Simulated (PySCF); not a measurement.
# C2H4FGeN3: the cost of one run

Programs: PySCF 2.14.0, with routines of our own; each step states its level. All values are computed. Atoms count from 0.

## (1) The starting structure

11 atoms, charge 0, multiplicity 1; geometry from: GFN2-xTB.

## (2) Magnetic properties: GIAO PBE0/pcSseg-1

The job: settings as JSON, then the geometry in Å.

```
{"job": {"kind": "mag", "xc": "PBE0", "basis": "pcSseg-1", "isotopologues": 2}, "charge": 0, "multiplicity": 1}
F      3.315600    -0.247063     0.077512
C      2.035535     0.077088    -0.035487
C      0.936179    -0.687051     0.296927
N     -0.108397     0.109670    -0.010135
Ge    -1.956560    -0.004876    -0.011298
N      0.347455     1.268808    -0.493714
N      1.625808     1.258507    -0.512470
H      0.828711    -1.670373     0.703988
H     -2.342547    -0.618576    -1.316285
H     -2.365451     1.410178     0.138069
H     -2.310907    -0.893641     1.136928
```

Level: GIAO PBE0/pcSseg-1 magnetisability, rotational g tensor and spin-rotation constants, non-relativistic, gas phase.

The run is started by

```
$ OMP_NUM_THREADS=1 python excited_run.py task.json out
```

The driver reads the jobs from task.json and runs them one after another.

**Question.** How long does this first job take on 1 thread of Intel Xeon Platinum 8488C, shared host, and how much memory does it need?

About 27 s, with a peak of 0.83 GiB.
